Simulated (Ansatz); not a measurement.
# FGeH3Se, SMILES [F][GeH2][SeH]: harmonic frequencies at the relaxed geometry

Program: Ansatz 0.2.0 through its Python package.

Run as a notebook:

**Cell 1**
```python
import ansatz
from ase import Atoms
from ase.thermochemistry import IdealGasThermo
import numpy as np
```

**Cell 2**
```python
geometry_ang = [
    ("F", (-1.7674, -0.4807, 0.2227)),
    ("Ge", (-0.3109, 0.1246, -0.4899)),
    ("Se", (1.175, 0.6589, 1.2214)),
    ("H", (0.3705, -0.9767, -1.3845)),
    ("H", (-0.5728, 1.3825, -1.3658)),
    ("H", (1.1476, -0.7727, 1.7498)),
]
geometry = ansatz.Crystal.molecule()
for symbol, xyz in geometry_ang:
    geometry = geometry.atom(symbol, xyz)
```

**Cell 3**
```python
calc = (
    geometry.calculation()
    .basis(gaussian="def2-SVP")
    .functional("pbe")
)
symbols = [site.symbol for site in geometry.cartesian_sites]
start = np.array([site.position_ang for site in geometry.cartesian_sites], dtype=float)
def progress(event):
    if event["event"] == "relax_step":
        row = event["data"]
        print(f"step {row['step']:3d}  E = {row['lagrangian_ev']:.6f} eV  max force {row['allowed_force_max_ev_ang']:.4f} eV/A")


summary = calc.relax(force_tolerance=0.003).session().plan().execute(on_event=progress).report
end = np.array(summary["positions_ang"])
```
Output:
```text
step   1  E = -124596.611480 eV  max force 1.1051 eV/A
step   2  E = -124596.678967 eV  max force 0.4881 eV/A
step   3  E = -124596.703441 eV  max force 0.1270 eV/A
step   4  E = -124596.707232 eV  max force 0.0579 eV/A
step   5  E = -124596.712652 eV  max force 0.1021 eV/A
step   6  E = -124596.715511 eV  max force 0.0207 eV/A
step   7  E = -124596.715735 eV  max force 0.0266 eV/A
step   8  E = -124596.715896 eV  max force 0.0021 eV/A
step   9  E = -124596.715906 eV  max force 0.0029 eV/A
step  10  E = -124596.715902 eV  max force 0.0058 eV/A
step  11  E = -124596.715908 eV  max force 0.0011 eV/A
```

**Cell 4**
```python
print("bond        before    after (A)")
for i, j in [(0, 1), (1, 2), (1, 3), (1, 4), (2, 5)]:
    d0, d1 = (np.linalg.norm(xyz[i] - xyz[j]) for xyz in (start, end))
    print(f"{symbols[i]}{i}-{symbols[j]}{j}".ljust(10), f"{d0:8.4f} {d1:8.4f}")
for i, j, k in [(0, 1, 2), (0, 1, 3), (0, 1, 4), (2, 1, 3), (2, 1, 4), (3, 1, 4), (1, 2, 5)]:
    u, v = end[i] - end[j], end[k] - end[j]
    print(f"angle {symbols[i]}{i}-{symbols[j]}{j}-{symbols[k]}{k}: {np.degrees(np.arccos(np.clip(u @ v / np.linalg.norm(u) / np.linalg.norm(v), -1, 1))):.2f} deg")
```
Output:
```text
bond        before    after (A)
F0-Ge1       1.7308   1.7640
Ge1-Se2      2.3285   2.3564
Ge1-H3       1.5740   1.5482
Ge1-H4       1.5550   1.5473
Se2-H5       1.5262   1.4856
angle F0-Ge1-Se2: 110.75 deg
angle F0-Ge1-H3: 105.28 deg
angle F0-Ge1-H4: 106.59 deg
angle Se2-Ge1-H3: 111.63 deg
angle Se2-Ge1-H4: 107.07 deg
angle H3-Ge1-H4: 115.41 deg
angle Ge1-Se2-H5: 92.03 deg
```

**Cell 5**
```python
minimum = ansatz.Crystal.molecule()
for symbol, xyz in zip(symbols, end):
    minimum = minimum.atom(symbol, xyz.tolist())
vibrating = minimum.calculation().basis(gaussian="def2-SVP").functional("pbe").phonons(temperatures=(200, 600, 100))
vib = vibrating.run().report["vibrations"]
sums = vib["harmonic_sums"]
modes = [m["omega_inv_cm"] for m in sums["modes_at_gamma"] if m["rigid_motion"] == "no"]
print("frequencies (1/cm):", " ".join(f"{w:.0f}" for w in modes))
print("imaginary modes:", sum(w < 0 for w in modes), " zero-point energy:", round(sums["zero_point_energy_ev"], 4), "eV")
gas = IdealGasThermo(vib_energies=[w / 8065.544 for w in modes if w > 0], geometry="linear" if len(modes) == 3 * len(symbols) - 5 else "nonlinear",
                     atoms=Atoms(symbols, positions=end), symmetrynumber=1, spin=0.0)
print(f"H(298 K) - E = {gas.get_enthalpy(298.15, verbose=False):.4f} eV")
print(f"S(298 K, 1 bar) = {96485.33 * gas.get_entropy(298.15, 1e5, verbose=False):.1f} J/(mol K) with symmetry number 1")
```
Output:
```text
frequencies (1/cm): 156 180 288 422 633 676 692 767 808 2088 2114 2361
imaginary modes: 0  zero-point energy: 0.6933 eV
H(298 K) - E = 0.8640 eV
S(298 K, 1 bar) = 321.7 J/(mol K) with symmetry number 1
```

Total energies depend on the basis set; only differences at equal settings carry meaning. The frequencies are harmonic and unscaled, in a modest basis. The result belongs to the one conformer reached from this start, and soft torsions count as harmonic oscillators. The entropy takes a symmetry number of 1; a symmetric molecule's is lower by R ln(sigma). Timing: 76 s on 1 thread of Arm Neoverse V2, on a shared host, peak memory 0.26 GiB.

(Lines on the test bed's own set-up are left out of the output.)
